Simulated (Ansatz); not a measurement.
# C2H6BNOSi: up Jacob's ladder to CCSD(T)

One table from this session's results is given with a row withheld; the runs are named, their logs left out.

Program: Ansatz 0.2.0, Gaussian basis. Level of theory: functionals in def2-TZVPP, the program's frozen cores in correlated methods. These are calculated values, not measurements.

Levels to be run: PBE-D4, r2SCAN-D4, PBE0-D4, B3LYP-D4, ωB97X-V, ωB97M-V, B2PLYP; CCSD(T)/def2-TZVPP; MP2/def2-QZVPP; extrapolation to the limit.

## The geometry

An earlier PBE0-D4 in a triple-zeta def2 set relaxation fixed the geometry.

SMILES `O[SiH2]NC1=CB1`, 12 atoms, charge 0, spin multiplicity 1.

Atoms are counted from 1 here; the program's logs count them from 0.

Bond lengths: O1–Si2 1.640 Å, O1–H7 0.958 Å, Si2–N3 1.738 Å, Si2–H8 1.477 Å, Si2–H9 1.482 Å, N3–C4 1.351 Å, N3–H10 1.009 Å, C4–C5 1.360 Å, C4–B6 1.477 Å, C5–B6 1.456 Å, C5–H11 1.081 Å, B6–H12 1.183 Å. Angles: Si2–O1–H7 118.5°, O1–Si2–N3 114.3°, O1–Si2–H8 105.3°, O1–Si2–H9 110.6°, N3–Si2–H8 106.7°, N3–Si2–H9 106.2°, H8–Si2–H9 113.9°, Si2–N3–C4 124.4°, Si2–N3–H10 120.5°, C4–N3–H10 114.9°, N3–C4–C5 140.8°, N3–C4–B6 157.6°, C5–C4–B6 61.6°, C4–C5–B6 63.2°, C4–C5–H11 140.3°, B6–C5–H11 156.5°, C4–B6–C5 55.3°, C4–B6–H12 152.3° and more.

The first run:

The input, in.yaml:

```yaml
crystal:
  periodic: [false, false, false]
  atoms:
    - {symbol: O, position_ang: [1.294802, 2.233223, -0.065344]}
    - {symbol: Si, position_ang: [-0.244738, 1.670140, -0.010250]}
    - {symbol: N, position_ang: [-0.430450, 0.175314, 0.857134]}
    - {symbol: C, position_ang: [-0.220002, -1.047513, 0.322533]}
    - {symbol: C, position_ang: [0.097702, -1.640227, -0.859870]}
    - {symbol: B, position_ang: [-0.116625, -2.520540, 0.279648]}
    - {symbol: H, position_ang: [1.937541, 1.756741, -0.592387]}
    - {symbol: H, position_ang: [-1.006387, 2.692238, 0.736073]}
    - {symbol: H, position_ang: [-0.756490, 1.420040, -1.378298]}
    - {symbol: H, position_ang: [-0.630127, 0.177708, 1.845977]}
    - {symbol: H, position_ang: [0.320254, -1.382788, -1.885945]}
    - {symbol: H, position_ang: [-0.168481, -3.589535, 0.784628]}
basis:
  gaussian: {orbitals: def2-TZVPP}
hamiltonian: {xc: pbe, dispersion: d4}
output: {forces: true, orbitals: {seedname: orbitals}}
```

Launch:

```sh
$ ansatz run in.yaml --threads 4 --pin off --events-out ev --progress --plain --max-ram 10444MiB
```

Among the steps run: PBE-D4 (GGA); r2SCAN-D4 (meta-GGA); PBE0-D4 (hybrid); B3LYP-D4 (hybrid); ωB97X-V (range-separated); ωB97M-V (range-separated); B2PLYP (double hybrid); CCSD(T) in def2-TZVPP; MP2 in def2-QZVPP.

One table of the session follows, with a row left open; its other results are not shown here.

```
            method  atomisation energy (kJ/mol)
            PBE-D4                       4908.2
         r2SCAN-D4                       4808.6
           PBE0-D4                       4811.9
          B3LYP-D4                       4797.4
           ωB97X-V                       4807.9
           ωB97M-V                       4814.8
            B2PLYP                       4746.2
     HF/def2-TZVPP                       3451.2
    MP2/def2-TZVPP                            ?
   CCSD/def2-TZVPP                       4554.6
CCSD(T)/def2-TZVPP                       4634.0
           MP2/CBS                       4894.5
       CCSD(T)/CBS                       4772.3
```

Estimate the missing values for MP2/def2-TZVPP.

As computed: atomisation energy (kJ/mol): 4756.2. In the column «atomisation energy (kJ/mol)» it lies between B2PLYP (4746.2) and CCSD(T)/CBS (4772.3).

Among the levels timed on like hardware and quicker than the yardstick, those that no quicker one beats, quickest first: PBE-D4 (2.7 s, +135.9 kJ/mol); PBE0-D4 (3.3 s, +39.6 kJ/mol); B3LYP-D4 (5.5 s, +25.1 kJ/mol).

B2PLYP carry no dispersion term (for B3LYP, D4 adds 42.0 kJ/mol).

To keep in mind: Free atoms (1 O, 1 Si, 1 N, 2 C, 1 B, 6 H) were run apart at each level; the atomisation energy is their sum less the molecule, without zero-point or spin-orbit terms.
